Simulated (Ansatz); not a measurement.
# YW3: the cost of one run

Program: Ansatz 0.2.0. Level of theory: DFT r2SCAN, scalar-relativistic, plane waves, PAW. These are calculated values, not measurements.

1 further run of the same task is left out (it didn't finish).

## (1) The starting structure

It takes space group P6_3/mmc (No. 194, hexagonal). The conventional cell has a = 6.020 Å, b = 6.020 Å, c = 4.832 Å, α = 90.00°, β = 90.00°, γ = 120.00°. Y (site symmetry -6m2) is surrounded by 12 W at 2.97 to 3.01 Å. Around W (site symmetry mm2) lie 4 Y at 2.97 to 3.01 Å and 8 W at 2.98 to 3.02 Å.

As a file:

```
CELL_PARAMETERS angstrom
6.02008 0.00000 0.00000
-3.01004 5.21354 0.00000
0.00000 0.00000 4.83204
ATOMIC_POSITIONS crystal
Y 0.33333 0.66667 0.25000
Y 0.66667 0.33333 0.75000
W 0.83300 0.66600 0.25000
W 0.16700 0.83300 0.75000
W 0.33400 0.16700 0.25000
W 0.16700 0.33400 0.75000
W 0.83300 0.16700 0.25000
W 0.66600 0.83300 0.75000
```

This is candidate A: Ni3Sn (D0_19) type (P6_3/mmc, No. 194).

(A quick probe on a coarse mesh, which set the mesh and smearing, is not shown.)

## (3) Rough relaxation on the coarse mesh (candidate A)

Input file input.yaml:

```yaml
crystal:
  lattice:
    - [6.0200761476, 0.0, 0.0]
    - [-3.0100380738, 5.2135388766, 0.0]
    - [0.0, 0.0, 4.83203996]
  atoms:
    - { symbol: "Y", position: [0.3333333333, 0.6666666667, 0.25] }
    - { symbol: "Y", position: [0.6666666667, 0.3333333333, 0.75] }
    - { symbol: W, position: [0.833, 0.666, 0.25] }
    - { symbol: W, position: [0.167, 0.833, 0.75] }
    - { symbol: W, position: [0.334, 0.167, 0.25] }
    - { symbol: W, position: [0.167, 0.334, 0.75] }
    - { symbol: W, position: [0.833, 0.167, 0.25] }
    - { symbol: W, position: [0.666, 0.833, 0.75] }
basis:
  ecutwfc: 500
kpoints:
  mp_grid: { grid: [3, 3, 4] }
hamiltonian:
  xc: r2scan
scf:
  occupations: { method: gaussian, width: 0.1 }
  lower_state_search: "off"
output:
  forces: true
  stress: true
  eigenvalues: true
relax:
  adjacent_minimum: "off"
  f_tol: 0.04
  max_steps: 70
  cell: { stress_tol: 0.4 }
```

Run with:

```bash
> ansatz run input.yaml --threads 1 --pin off --max-ram 2560MiB --backend cpu --events-out ev --progress --plain --runs-dir out
```

What time and memory should one allow on 1 thread of Arm Neoverse V2, shared host?

About 2.2 min, with a peak of 0.81 GiB.
